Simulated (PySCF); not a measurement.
# Br³⁺: interval between two levels with spin-orbit coupling

Aim: the interval between two levels of bromine from differences of total energies, at each level of theory, and how far each lands from the tabulated value where there is one.

The numbers are computed with PySCF 2.14.0 (two-component X2C-1e, generalised determinants), except any that are marked as measured or tabulated.

## (1) The system

* Element: bromine (Z = 35)
* Basis: x2c-SVPall-2c with one added diffuse shell each of s, p, d type (6s7p4d, 47 functions)
* Hamiltonian: two-component X2C-1e, Gaussian nucleus, no Breit or QED terms; spin-orbit coupling, run by run: off; screened by Boettger's factors
* Core shells frozen in the correlated runs: [Ne] (for Br³⁺)
* State 1: Br³⁺ 3d10 4s2 4p2 3P2: [Ar] 3d10 4s2 4p2; 4p3/2 filled at m_j = +1/2, +3/2
* State 2: Br³⁺ 3d10 4s1 4p3 5S2: [Ar] 3d10 4s1 4p3; 4s1/2 filled at m_j = +1/2; 4p3/2 filled at m_j = -1/2, +1/2, +3/2
* Methods: GHF, GMP2

The outer shells:

Br3+ [Ar] 3d10 4s2 4p2
```
[Ar] core
3d [↑↓][↑↓][↑↓][↑↓][↑↓]
4s [↑↓]
4p [↑ ][↑ ][  ]
```

Br3+ [Ar] 3d10 4s1 4p3
```
[Ar] core
3d [↑↓][↑↓][↑↓][↑↓][↑↓]
4s [↑ ]
4p [↑ ][↑ ][↑ ]
```

A driver program built on PySCF's X2C-1e integrals ran all steps in one process from the settings above; there is no separate input file.

The driver's launch:

```console
$ OMP_NUM_THREADS=1 python sorun2.py TASK.json OUT
```

The integrals over 47 functions and the set-up took 0.34 s of CPU time.

## (2) Br³⁺ 3d10 4s2 4p2 3P2

#### GHF (spin-free)

The log of the run:

```text
cycle= 1 E= -2601.4978338636  delta_E= -2.6e+03  |FDS-SDF|= 0.0217
cycle= 2 E= -2601.5145303344  delta_E= -0.0167  |FDS-SDF|= 0.00766
cycle= 3 E= -2601.5154996679  delta_E= -0.000969  |FDS-SDF|= 0.00263
cycle= 4 E= -2601.5155887954  delta_E= -8.91e-05  |FDS-SDF|= 0.000244
cycle= 5 E= -2601.5155905606  delta_E= -1.77e-06  |FDS-SDF|= 3.67e-05
cycle= 6 E= -2601.5155905836  delta_E= -2.3e-08  |FDS-SDF|= 3.16e-06
cycle= 7 E= -2601.5155905838  delta_E= -2.02e-10  |FDS-SDF|= 4.56e-07
```

It took 0.17 s on 1 thread of Intel Xeon 6975P-C, shared host, the integrals not counted.

Occupied spinors (without spin-orbit coupling the j labels only name the start):

| spinor shell | electrons | mean energy (eV) | weight of the nominal j | rms radius (bohr) |
| --- | --- | --- | --- | --- |
| 1s1/2 | 2 | -13591.8 | 1.000 | 0.0493 |
| 2s1/2 | 2 | -1863.6 | 1.000 | 0.205 |
| 2p3/2 | 4 | -1643.5 | 0.833 | 0.183 |
| 2p1/2 | 2 | -1643.4 | 0.667 | 0.183 |
| 3s1/2 | 2 | -315.65 | 1.000 | 0.588 |
| 3p3/2 | 4 | -243.55 | 0.833 | 0.607 |
| 3p1/2 | 2 | -243.38 | 0.667 | 0.608 |
| 3d5/2 | 6 | -124.11 | 0.800 | 0.648 |
| 3d3/2 | 4 | -124.10 | 0.700 | 0.647 |
| 4s1/2 | 2 | -59.906 | 1.000 | 1.67 |
| 4p3/2 | 2 | -46.510 | 0.833 | 1.91 |

M_J = 2, ⟨J²⟩ = 6.007, ⟨L²⟩ = 2.005, ⟨S²⟩ = 2.002.

#### GMP2 (spin-free)

No log was kept for this step.

It took 0.11 s on 1 thread of Intel Xeon 6975P-C, shared host, the integrals not counted.

With 22 electrons correlated, the MP2 correlation energy is -0.28120 hartree. Largest pairs: 3d3/2-3d5/2 -0.0524, 3d5/2-3d5/2 -0.0352, 4p3/2-4s1/2 -0.0323, 3d5/2-3p3/2 -0.0291, 3d3/2-3p3/2 -0.0203.

#### GHF (screened spin-orbit)

The log of the run:

```text
cycle= 1 E= -2601.6059266599  delta_E= -2.6e+03  |FDS-SDF|= 0.0226
cycle= 2 E= -2601.6228690227  delta_E= -0.0169  |FDS-SDF|= 0.00771
cycle= 3 E= -2601.6242494056  delta_E= -0.00138  |FDS-SDF|= 0.00344
cycle= 4 E= -2601.6246634764  delta_E= -0.000414  |FDS-SDF|= 0.00219
cycle= 5 E= -2601.6251050120  delta_E= -0.000442  |FDS-SDF|= 0.00189
cycle= 6 E= -2601.6262912783  delta_E= -0.00119  |FDS-SDF|= 0.00063
cycle= 7 E= -2601.6263912882  delta_E= -0.0001  |FDS-SDF|= 0.000158
cycle= 8 E= -2601.6263966393  delta_E= -5.35e-06  |FDS-SDF|= 1.68e-05
cycle= 9 E= -2601.6263966671  delta_E= -2.77e-08  |FDS-SDF|= 1.29e-06
cycle= 10 E= -2601.6263966671  delta_E= -5.55e-11  |FDS-SDF|= 2.2e-07
```

It took 0.22 s on 1 thread of Intel Xeon 6975P-C, shared host, the integrals not counted.

The outer occupied spinors:

| spinor shell | electrons | mean energy (eV) | weight of the nominal j | rms radius (bohr) |
| --- | --- | --- | --- | --- |
| 2p3/2 | 4 | -1627.8 | 1.000 | 0.184 |
| 3s1/2 | 2 | -315.67 | 1.000 | 0.588 |
| 3p1/2 | 2 | -248.51 | 0.998 | 0.601 |
| 3p3/2 | 4 | -241.12 | 0.999 | 0.610 |
| 3d3/2 | 4 | -124.83 | 0.977 | 0.646 |
| 3d5/2 | 6 | -123.66 | 0.985 | 0.649 |
| 4s1/2 | 2 | -59.927 | 0.999 | 1.67 |
| 4p3/2 | 2 | -46.399 | 0.716 | 1.91 |

M_J = 2, ⟨J²⟩ = 6.003, ⟨L²⟩ = 2.233, ⟨S²⟩ = 1.894. Rows whose weight is well below 1 mix j = l ± 1/2: exchange competes with spin-orbit coupling there.

#### GMP2 (screened spin-orbit)

This step left no log, only its results.

It took 0.09 s on 1 thread of Intel Xeon 6975P-C, shared host, the integrals not counted.

With 22 electrons correlated, the MP2 correlation energy is -0.28083 hartree. Largest pairs: 3d3/2-3d5/2 -0.0536, 3d5/2-3d5/2 -0.0348, 4p3/2-4s1/2 -0.0319, 3d5/2-3p3/2 -0.0298, 3d3/2-3p3/2 -0.0215.

## (3) Br³⁺ 3d10 4s1 4p3 5S2, method by method

#### GHF (spin-free)

The log of the run:

```text
cycle= 1 E= -2601.2112544451  delta_E= -2.6e+03  |FDS-SDF|= 0.0242
cycle= 2 E= -2601.2286025510  delta_E= -0.0173  |FDS-SDF|= 0.00876
cycle= 3 E= -2601.2294183568  delta_E= -0.000816  |FDS-SDF|= 0.00256
cycle= 4 E= -2601.2294958989  delta_E= -7.75e-05  |FDS-SDF|= 0.000241
cycle= 5 E= -2601.2294963509  delta_E= -4.52e-07  |FDS-SDF|= 2.95e-05
cycle= 6 E= -2601.2294963595  delta_E= -8.55e-09  |FDS-SDF|= 4.19e-06
cycle= 7 E= -2601.2294963596  delta_E= -1.41e-10  |FDS-SDF|= 7.33e-08
```

Time after the integrals: 0.17 s (1 thread of Intel Xeon 6975P-C, shared host).

Occupied spinors (without spin-orbit coupling the j labels only name the start):

| spinor shell | electrons | mean energy (eV) | weight of the nominal j | rms radius (bohr) |
| --- | --- | --- | --- | --- |
| 1s1/2 | 2 | -13592.6 | 1.000 | 0.0493 |
| 2s1/2 | 2 | -1864.3 | 1.000 | 0.205 |
| 2p3/2 | 4 | -1644.4 | 0.833 | 0.183 |
| 2p1/2 | 2 | -1644.4 | 0.667 | 0.183 |
| 3s1/2 | 2 | -316.37 | 1.000 | 0.588 |
| 3p3/2 | 4 | -244.54 | 0.833 | 0.607 |
| 3p1/2 | 2 | -244.54 | 0.667 | 0.607 |
| 3d3/2 | 4 | -125.10 | 0.700 | 0.647 |
| 3d5/2 | 6 | -125.10 | 0.800 | 0.647 |
| 4s1/2 | 1 | -67.254 | 1.000 | 1.66 |
| 4p3/2 | 3 | -48.519 | 0.667 | 1.88 |

M_J = 2, ⟨J²⟩ = 6.001, ⟨L²⟩ = 0.000, ⟨S²⟩ = 6.001.

#### GMP2 (spin-free)

No log was kept for this step.

Time after the integrals: 0.09 s (1 thread of Intel Xeon 6975P-C, shared host).

With 22 electrons correlated, the MP2 correlation energy is -0.24646 hartree. Largest pairs: 3d3/2-3d5/2 -0.0522, 3d5/2-3d5/2 -0.0350, 3d5/2-3p3/2 -0.0289, 3d3/2-3p3/2 -0.0201, 3d5/2-3p1/2 -0.0152.

#### GHF (screened spin-orbit)

The log of the run:

```text
cycle= 1 E= -2601.3261646758  delta_E= -2.6e+03  |FDS-SDF|= 0.0267
cycle= 2 E= -2601.3459309195  delta_E= -0.0198  |FDS-SDF|= 0.00906
cycle= 3 E= -2601.3470195488  delta_E= -0.00109  |FDS-SDF|= 0.00304
cycle= 4 E= -2601.3471921990  delta_E= -0.000173  |FDS-SDF|= 0.000933
cycle= 5 E= -2601.3472382194  delta_E= -4.6e-05  |FDS-SDF|= 0.000406
cycle= 6 E= -2601.3472492838  delta_E= -1.11e-05  |FDS-SDF|= 4.62e-05
cycle= 7 E= -2601.3472493923  delta_E= -1.08e-07  |FDS-SDF|= 1.58e-05
cycle= 8 E= -2601.3472494060  delta_E= -1.37e-08  |FDS-SDF|= 8.67e-06
cycle= 9 E= -2601.3472494126  delta_E= -6.62e-09  |FDS-SDF|= 4.95e-07
cycle= 10 E= -2601.3472494126  delta_E= -1.36e-11  |FDS-SDF|= 2.11e-08
```

Time after the integrals: 0.21 s (1 thread of Intel Xeon 6975P-C, shared host).

The outer occupied spinors:

| spinor shell | electrons | mean energy (eV) | weight of the nominal j | rms radius (bohr) |
| --- | --- | --- | --- | --- |
| 2p3/2 | 4 | -1628.7 | 1.000 | 0.184 |
| 3s1/2 | 2 | -316.35 | 1.000 | 0.588 |
| 3p1/2 | 2 | -249.64 | 0.989 | 0.600 |
| 3p3/2 | 4 | -242.07 | 0.994 | 0.610 |
| 3d3/2 | 4 | -125.91 | 0.892 | 0.648 |
| 3d5/2 | 6 | -124.53 | 0.928 | 0.647 |
| 4s1/2 | 1 | -67.237 | 1.000 | 1.66 |
| 4p3/2 | 3 | -48.524 | 0.640 | 1.88 |

M_J = 2, ⟨J²⟩ = 6.001, ⟨L²⟩ = 0.010, ⟨S²⟩ = 5.988. Rows whose weight is well below 1 mix j = l ± 1/2: exchange competes with spin-orbit coupling there.

#### GMP2 (screened spin-orbit)

No log was kept for this step.

It took 0.09 s on 1 thread of Intel Xeon 6975P-C, shared host, the integrals not counted.

With 22 electrons correlated, the MP2 correlation energy is -0.24660 hartree. Largest pairs: 3d3/2-3d5/2 -0.0554, 3d5/2-3d5/2 -0.0333, 3d5/2-3p3/2 -0.0285, 3d3/2-3p3/2 -0.0212, 3d5/2-3p1/2 -0.0151.

## (4) Differences of total energies

Interval between two levels: Br³⁺ [Ar] 3d10 4s2 4p2 [4p3/2^2, M_J = 2] → Br³⁺ [Ar] 3d10 4s1 4p3 [4s1/2^1 4p3/2^3, M_J = 2].

| method | value (eV) | CPU time, both states (s) |
| --- | --- | --- |
| GHF (spin-free) | 7.785 | 0.34 |
| GMP2 (spin-free) | 8.730 | 0.54 |
| GHF (screened spin-orbit) | 7.596 | 0.43 |
| GMP2 (screened spin-orbit) | 8.527 | 0.61 |

Times are CPU seconds on a shared host without the integrals; correlated rows include their Hartree-Fock run.

## (5) Summary of results

| quantity | value |
| --- | --- |
| interval between two levels, Br³⁺ → 3d10 4s1 4p3 5S2 | GHF (spin-free) 7.785, GMP2 (screened spin-orbit) 8.527 eV |

What this shows: The methods span 1.134 eV, from GHF (screened spin-orbit) (7.596) to GMP2 (spin-free) (8.730). No reference value is at hand in this session. Spin-orbit coupling moves the difference by -0.203 eV at GMP2. The basis is finite, and no extrapolation was made.
